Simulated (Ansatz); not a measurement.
# Na3HfTe3: the cost of one run

Program: Ansatz 0.2.0. Level of theory: DFT PBE, scalar-relativistic, plane waves, PAW. These are calculated values, not measurements.

## Step 1: Starting point

It takes space group P-3m1 (No. 164, trigonal). The conventional cell has a = 5.989 Å, b = 5.989 Å, c = 6.472 Å, α = 90.00°, β = 90.00°, γ = 120.00°. Na (site symmetry 3m) is surrounded by 3 Te at 3.34 Å and 6 Na at 3.48 to 3.54 Å. Na (site symmetry -3m) has 2 Hf at 3.24 Å and 6 Na at 3.48 Å in its first shell of neighbours. Hf (site symmetry -3m) is surrounded by 6 Te at 2.99 Å and 2 Na at 3.24 Å. Around Te (site symmetry 2/m) lie 4 Te at 2.99 Å and 2 Hf at 2.99 Å and 2 Na at 3.34 Å.

Structure file:

```cif
data_structure
_symmetry_space_group_name_H-M 'P 1'
_symmetry_Int_Tables_number 1
_cell_length_a 5.9893
_cell_length_b 5.9893
_cell_length_c 6.4724
_cell_angle_alpha 90.000
_cell_angle_beta 90.000
_cell_angle_gamma 120.000
_cell_volume 201.07
loop_
_atom_site_label
_atom_site_type_symbol
_atom_site_fract_x
_atom_site_fract_y
_atom_site_fract_z
_atom_site_occupancy
Na1 Na 0.33333 0.66667 0.55821 1
Na2 Na 0.66667 0.33333 0.44179 1
Na3 Na 0.00000 0.00000 0.50000 1
Hf1 Hf 0.00000 0.00000 0.00000 1
Te1 Te 0.50000 0.00000 0.00000 1
Te2 Te 0.00000 0.50000 0.00000 1
Te3 Te 0.50000 0.50000 0.00000 1
```

A structure generator made this guess: random cell by space group and Wyckoff sites (P-3m1, No. 164). Its size is a rough estimate.

## Step 2: A first look at the guess

input.yaml reads:

```yaml
crystal:
  lattice:
    - [5.98934888, 0.0, 0.0]
    - [-2.99467444, 5.18692828, 0.0]
    - [0.0, 0.0, 6.47240637]
  atoms:
    - { symbol: Na, position: [0.33333333, 0.66666667, 0.55821286] }
    - { symbol: Na, position: [0.66666667, 0.33333333, 0.44178714] }
    - { symbol: Na, position: [0.0, 0.0, 0.5] }
    - { symbol: Hf, position: [0.0, 0.0, 0.0] }
    - { symbol: Te, position: [0.5, 0.0, 0.0] }
    - { symbol: Te, position: [0.0, 0.5, 0.0] }
    - { symbol: Te, position: [0.5, 0.5, 0.0] }
basis:
  ecutwfc: 420
kpoints:
  mp_grid: { grid: [3, 3, 4] }
hamiltonian:
  xc: pbe
scf:
  occupations: { method: gaussian, width: 0.1 }
  lower_state_search: "off"
output:
  forces: true
  stress: true
  eigenvalues: true
```

On the command line:

```bash
$ ansatz run input.yaml --threads 1 --pin off --max-ram 2560MiB --backend cpu --events-out ev --progress --plain --runs-dir out
```

What time and memory should one allow on 1 thread of Intel Xeon Platinum 8488C (Sapphire Rapids), shared host?

About 4.5 s, with a peak of 0.56 GiB.
